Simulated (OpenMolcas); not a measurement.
# Tc⁵⁺ among point charges: CASSCF and CASPT2 levels and susceptibility

Aim: the splitting of the states of Tc⁵⁺ in the field of 6 point charges, its lowest levels with spin-orbit coupling and its magnetic susceptibility.

Program: OpenMolcas 26.06. Level of theory: state-averaged CASSCF and CASPT2, spin-orbit coupling by RASSI with atomic mean-field integrals. These are calculated values, not measurements, unless marked.

## (1) What is computed

| Item | Value |
| --- | --- |
| Species | Tc⁵⁺ (technetium, Z = 43, 38 electrons) |
| Basis | ANO-RCC-VDZP [6s5p3d1f], 43 functions |
| Scalar Hamiltonian | DKH2, point nucleus |
| Inactive shells | 1s 2s 2p 3s 3p 3d 4s 4p |
| Active space | 2 electrons in 5 orbitals (4d) |
| Some configurations of this space | 4d² |
| Orbitals | optimised for each spin and parity, averaged over all roots |

The outer shells:

4d2
```
4d [↑ ][↑ ][  ][  ][  ]
```

The ion sits among 6 point charges of -1.7 e arranged as a trigonal prism (D3h), 1.87 Å from the ion, with a polar angle of 52.0° against the regular 49.1°.

Each step is its own input file, run in one work folder so that later steps find the files of earlier ones. Labels, J, g values, rates, χT and fits are worked out afterwards by a script from the matrices that RASSI stores.

## (2) Basis and integrals

Contents of a.inp:

```
&GATEWAY
Coord
1

Tc 0.0 0.0 0.0
Basis=ANO-RCC-VDZP
Group=NoSym
NoMove
AngMom=0.0 0.0 0.0
AMFI
XField
6 Angstrom 0
1.474504 0.000000 1.150104 -1.700000
-0.737252 1.276958 1.150104 -1.700000
-0.737252 -1.276958 1.150104 -1.700000
1.474504 0.000000 -1.150104 -1.700000
-0.737252 1.276958 -1.150104 -1.700000
-0.737252 -1.276958 -1.150104 -1.700000
&SEWARD
```

## (3) Reference wave functions, triplets, 10 roots

Contents of a.inp:

```
&RASSCF
FileOrb=start.orb
Symmetry=1
Spin=3
nActEl=2 0 0
Inactive=18
Ras2=5
CIRoot=10 10 1
SDav=10
CIMx=300
Iter=120 100
PrWF=0.3
OrbListing=Nothing
MaxOrb=0
>>> COPY $Project.JobIph JOB001
```

start.orb holds the contracted functions of the basis, ordered by shell, or the orbitals of the step before.

## (4) CASSCF: singlets, 15 roots

Contents of a.inp:

```
&RASSCF
FileOrb=start.orb
Symmetry=1
Spin=1
nActEl=2 0 0
Inactive=18
Ras2=5
CIRoot=15 15 1
SDav=15
CIMx=300
Iter=120 100
PrWF=0.3
OrbListing=Nothing
MaxOrb=0
>>> COPY $Project.JobIph JOB002
```

## (5) RASSI: spin-orbit coupling between the states

Contents of a.inp:

```
&RASSI
NrOfJobIphs=2 10 15
1 2 3 4 5 6 7 8 9 10
1 2 3 4 5 6 7 8 9 10 11 12 13 14 15
IphNames
JOB001
JOB002
EJob
SpinOrbit
DIPRint=1.0
SOCoupling=1000.0
Subsets=2
Property=9
'ANGMOM' 1 'ANGMOM' 2 'ANGMOM' 3 'MLTPL  1' 1 'MLTPL  1' 2 'MLTPL  1' 3
'AMFI' 1 'AMFI' 2 'AMFI' 3
SOProperty=3
'ANGMOM' 1 'ANGMOM' 2 'ANGMOM' 3
```

## (6) CASPT2: IPEA 0.25, imaginary shift 0.1 (closed shells correlated: 4s 4p)

Contents of a.inp:

```
>>> COPY JOB001 $Project.JobIph
&CASPT2
Multistate=10 1 2 3 4 5 6 7 8 9 10
NoMult
Frozen=14
IPEA=0.25
Imaginary=0.1
MaxIter=60
WThr=0.0 0.3 0.05
PrWF=0.5
NoMix
>>> COPY JOB002 $Project.JobIph
&CASPT2
Multistate=15 1 2 3 4 5 6 7 8 9 10 11 12 13 14 15
NoMult
Frozen=14
IPEA=0.25
Imaginary=0.1
MaxIter=60
WThr=0.0 0.3 0.05
PrWF=0.5
NoMix
```

(Steps that only read results are left out.)

**Question.** What will these runs give? Wanted: spin-free ground state; first state of the same spin within the active space; lowest level; next level.

**Answer**, as computed:

| quantity | value |
| --- | --- |
| method | SS-CASPT2, IPEA 0.25, imaginary shift 0.1 (closed shells correlated: 4s 4p) |
| spin-free ground state | 3E, 2-fold in its orbital part |
| first state of the same spin within the active space | 3A1 at 5160 cm⁻¹ |
| lowest level | 2-fold E, g = 0.00, 0.00, 0.08 |
| next level | 858.7 cm⁻¹ |
| χT at 300 K | 0.14 cm³ K/mol |
| effective moment at 300 K | 1.08 μB |

Cost by method:

```csv
method,time of its own steps,time with the reference
A. CASSCF,4.4 s,4.4 s
"B. SS-CASPT2, IPEA 0.25, imaginary shift 0.1, +4s 4p",1.9 s,6.3 s
```

Times are of one thread on a shared host.

The spin-free ground state (3E) comes to 100 % from free-ion F terms and keeps the highest spin of the shell. χT at 300 K is 0.14, against 1.00 cm³ K/mol for the spin alone, so spin-orbit coupling lowers it. CASPT2 does not keep the components of a term degenerate, and the means are used. The field of point charges can differ much from that of real complexes. This is an electrostatic model: the charges have no orbitals.
